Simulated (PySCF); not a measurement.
# CdH2: singlet, from a bent start

Where does singlet CdH2 go from a bent start, is the end point a minimum, and what are its modes, charges and moments?

The runs use PySCF 2.14.0; PBE0, basis Cd def2-TZVP with ECP28, H def2-TZVP, scalar-relativistic core potentials, no spin–orbit coupling, density fitting.

## (1) The system as given

3 atoms, charge 0, spin multiplicity 1.

Bond lengths: Cd1–H2 1.680 Å, Cd1–H3 1.680 Å. Angles: H2–Cd1–H3 110.0°.

```xyz
3
charge 0 multiplicity 1
Cd    0.0000    0.0000    0.0000
H     1.3762    0.0000    0.9636
H    -1.3762    0.0000    0.9636
```

## (2) First SCF at the start

The steps below are one call of a driver around PySCF. For each, scf.py gives the equivalent set-up of the SCF; relaxations use the driver's own optimiser. After this first run the driver tries any further starts and a stability analysis.

scf.py reads:

```python
from pyscf import gto, scf, dft
mol = gto.M(atom='''
Cd     0.000000     0.000000     0.000000
H      1.376200     0.000000     0.963600
H     -1.376200     0.000000     0.963600''',
    basis={'Cd': 'def2-TZVP', 'H': 'def2-TZVP'},
    ecp={'Cd': 'def2-TZVP'},
    charge=0, spin=0)
mf = dft.RKS(mol, xc='PBE0')
mf.grids.atom_grid = (50, 194)
aux = {'Cd': 'def2-universal-JKFIT', 'H': 'def2-universal-JKFIT'}
mf = mf.density_fit(auxbasis=aux)
mf.conv_tol = 1e-08
mf.diis_space = 10
mf.max_cycle = 60
mf.init_guess = 'minao'
mf.verbose = 4
mf.kernel()
```

Launch:

```sh
$ OMP_NUM_THREADS=2 python axn.py task.json out
```

After this run come: Relaxation: bent start, singlet; Is it a minimum? Harmonic modes.

**Question.** What will these runs give? Wanted: minimum; geometry; wavenumbers; dipole moment; highest occupied, lowest empty level; polar-tensor charge of Cd1; zero-point energy; atomisation energy.

The runs gave:

```
                                 quantity                             value
                                  minimum                      singlet, D∞h
                                 geometry  Cd–H 1.678 Å (×2); H–Cd–H 180.0°
                       wavenumbers (cm⁻¹)  642 (πu), 1807 (σu+), 1827 (σg+)
                            dipole moment                            0.00 D
     highest occupied, lowest empty level                   -7.79, -0.70 eV
               polar-tensor charge of Cd1                           +0.66 e
                        zero-point energy                       29.4 kJ/mol
                      entropy at 298.15 K                   209.2 J/(mol K)
atomisation energy (no zero-point energy)                        375 kJ/mol
```

The bent start (C2v) ends in a minimum of D∞h symmetry. The strongest infrared band lies at 1807 cm⁻¹ (σu+, stretch). Cd1 has a polar-tensor charge of +0.7 e (a dipole derivative, not a static charge), yet symmetry cancels the bond dipoles. Only this shape and spin were tried, so other structures or states may lie lower.
